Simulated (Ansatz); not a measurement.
Runs of Ansatz 0.2.0 on Mo4S8NO. The cell holds a slab with vacuum, 14 atoms: a = 6.326 Å, b = 6.326 Å, c = 22.163 Å, α = 90.00°, β = 90.00°, γ = 120.00°. 

| potentials or basis | cutoff (eV) | gap on the mesh (eV) | largest force (eV/Å) | work function (eV) |
| --- | --- | --- | --- | --- |
| Ansatz PAW earlier set | 930 | none | 1.51 | 4.16 |
| SPMS NC | 1034 | none | 1.53 | (b) |
| PseudoDojo stringent (PBE files) | 1252 | none | 1.45 | 4.17 |
| Ansatz PAW | 420 | none | 1.56 | 4.17 |
| Ansatz PAW earlier set | 900 | none | (a) | 4.16 |

Alike in all rows: task band structure; level PBE; no spin polarisation; cell NO (upright) over a top site of the (0 0 1) slab of MoS2, cut from the database cell, not relaxed; k mesh 5 × 5 × 1; smearing fermi-dirac 0.05 eV.

Q: Fill in the values left out.

A: (a) 1.54; (b) 4.18.

Caveats: an odd number of electrons without spin polarisation forces a metal; a magnetic or distorted state may lie lower.

A k mesh can miss the band edges, and the runs leave out spin-orbit coupling on Mo.

A gap of «none» marks a metal or a gap under the smearing width.

Not every run made on this cell is shown here.
